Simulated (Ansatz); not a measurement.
# FH8NO3PTa: the cost of one run

Program: Ansatz 0.2.0. Level of theory: RHF/def2-SVP. These are calculated values, not measurements.

## 1. The structure to begin with

Bond lengths: Ta1–O2 2.370 Å, O2–H3 1.010 Å, Ta1–N4 2.160 Å, N4–H5 1.060 Å, N4–H6 1.060 Å, Ta1–F7 1.930 Å, Ta1–O8 2.020 Å, O8–H9 1.010 Å, Ta1–O10 2.020 Å, O10–H11 1.010 Å, Ta1–P12 2.820 Å, P12–H13 1.420 Å, P12–H14 1.420 Å. Angles (14 of 24 angles, heavy atoms first): O2–Ta1–N4 90.0°, O2–Ta1–F7 90.0°, O2–Ta1–O8 120.0°, O2–Ta1–O10 120.0°, O2–Ta1–P12 71.6°, N4–Ta1–F7 180.0°, N4–Ta1–O8 90.0°, N4–Ta1–O10 90.0°, N4–Ta1–P12 59.6°, F7–Ta1–O8 90.0°, F7–Ta1–O10 90.0°, F7–Ta1–P12 120.4°, O8–Ta1–O10 120.0°, O8–Ta1–P12 148.6°.

Coordinates:

```xyz
15

Ta    0.0000    0.0000    0.0000
O     2.3700    0.0000    0.0000
H     2.7071   -0.5308    0.7903
N     0.0000    0.0000    2.1600
H    -0.2456   -0.8845    2.6900
H     0.2456    0.8845    2.6900
F     0.0000    0.0000   -1.9300
O    -1.0100    1.7493    0.0000
H    -1.4859    1.8638    0.8834
O    -1.0100   -1.7493    0.0000
H    -1.6563   -1.7655    0.7760
P     0.8892   -2.2651    1.4252
H     0.0933   -3.3878    1.0754
H     2.2461   -2.5276    1.0992
H     2.1346   -1.1454    0.7207
```

## 2. A restrained relaxation towards end A

Springs on the bonds that form and break draw the guess towards this end; the thresholds are loose.

Contents of input.yaml:

```yaml
crystal:
  periodic: [false, false, false]
  atoms:
    - { symbol: Ta, position_ang: [0.0, 0.0, 0.0] }
    - { symbol: O, position_ang: [2.37, 0.0, 0.0] }
    - { symbol: H, position_ang: [2.7071, -0.5308, 0.7903] }
    - { symbol: "N", position_ang: [0.0, 0.0, 2.16] }
    - { symbol: H, position_ang: [-0.2456, -0.8845, 2.69] }
    - { symbol: H, position_ang: [0.2456, 0.8845, 2.69] }
    - { symbol: F, position_ang: [0.0, 0.0, -1.93] }
    - { symbol: O, position_ang: [-1.01, 1.7493, 0.0] }
    - { symbol: H, position_ang: [-1.4859, 1.8638, 0.8834] }
    - { symbol: O, position_ang: [-1.01, -1.7493, 0.0] }
    - { symbol: H, position_ang: [-1.6563, -1.7655, 0.776] }
    - { symbol: P, position_ang: [0.8892, -2.2651, 1.4252] }
    - { symbol: H, position_ang: [0.0933, -3.3878, 1.0754] }
    - { symbol: H, position_ang: [2.2461, -2.5276, 1.0992] }
    - { symbol: H, position_ang: [2.1346, -1.1454, 0.7207] }
basis:
  gaussian: { orbitals: def2-SVP }
hamiltonian:
  xc: hf
relax:
  f_tol: 0.15
  max_steps: 25
  restrain:
    - { distance: [0, 11], at: 3.72, k: 30.0 }
    - { distance: [14, 1], at: 2.21, k: 30.0 }
    - { distance: [0, 1], at: 2.02, k: 30.0 }
    - { distance: [14, 11], at: 1.42, k: 30.0 }
```

On the command line:

```
> ansatz run input.yaml --threads 4 --pin off --max-ram 5120MiB --backend cpu --events-out ev --progress --plain --runs-dir out
```

Q: Estimate wall time and peak memory on 4 threads of Arm Neoverse V2, shared host.

About 37 s, with a peak of 0.51 GiB.
